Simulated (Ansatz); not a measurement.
# H5NSSn: the cost of one run

Method: RKS PBE0-D4/def2-SVP, in Ansatz 0.2.0.

### Step 1. Starting point

Bond lengths: N1–Sn2 2.026 Å, Sn2–S3 2.385 Å, N1–H4 1.011 Å, N1–H5 1.013 Å, Sn2–H6 1.685 Å, Sn2–H7 1.706 Å, S3–H8 1.323 Å. Angles: N1–Sn2–S3 103.0°, N1–Sn2–H6 104.3°, N1–Sn2–H7 118.2°, S3–Sn2–H6 113.2°, S3–Sn2–H7 109.2°, H6–Sn2–H7 108.9°, Sn2–N1–H4 114.8°, Sn2–N1–H5 114.8°, H4–N1–H5 106.8°, Sn2–S3–H8 93.2°.

As a file:

```xyz
8

N    -1.1203    0.3775   -0.6771
Sn    0.5811    0.3795    0.4222
S     1.1714   -1.9300    0.5005
H    -1.5301    1.2892   -0.8262
H    -1.0380   -0.0593   -1.5870
H     0.1095    0.9946    1.9181
H     1.9117    1.2794   -0.1523
H    -0.0853   -2.3309    0.4018
```

### Step 2. End point A

File input.yaml:

```yaml
crystal:
  periodic: [false, false, false]
  atoms:
    - { symbol: "N", position_ang: [-1.12026, 0.37746, -0.67709] }
    - { symbol: Sn, position_ang: [0.58112, 0.37949, 0.42216] }
    - { symbol: S, position_ang: [1.1714, -1.93, 0.50052] }
    - { symbol: H, position_ang: [-1.5301, 1.28921, -0.82624] }
    - { symbol: H, position_ang: [-1.03801, -0.0593, -1.58695] }
    - { symbol: H, position_ang: [0.10949, 0.99463, 1.91809] }
    - { symbol: H, position_ang: [1.91169, 1.27941, -0.15226] }
    - { symbol: H, position_ang: [-0.08533, -2.33091, 0.40177] }
basis:
  gaussian: { orbitals: def2-SVP }
hamiltonian:
  xc: pbe0
  dispersion: d4
relax:
  f_tol: 0.015
  max_steps: 40
output:
  orbitals: {}
```

Started as:

```bash
$ ansatz run input.yaml --threads 1 --pin off --max-ram 2048MiB --backend cpu --events-out ev --progress --plain --runs-dir out
```

What time and memory should one allow on 1 thread of Arm Neoverse V1, shared host?

About 35 s, with a peak of 0.17 GiB.
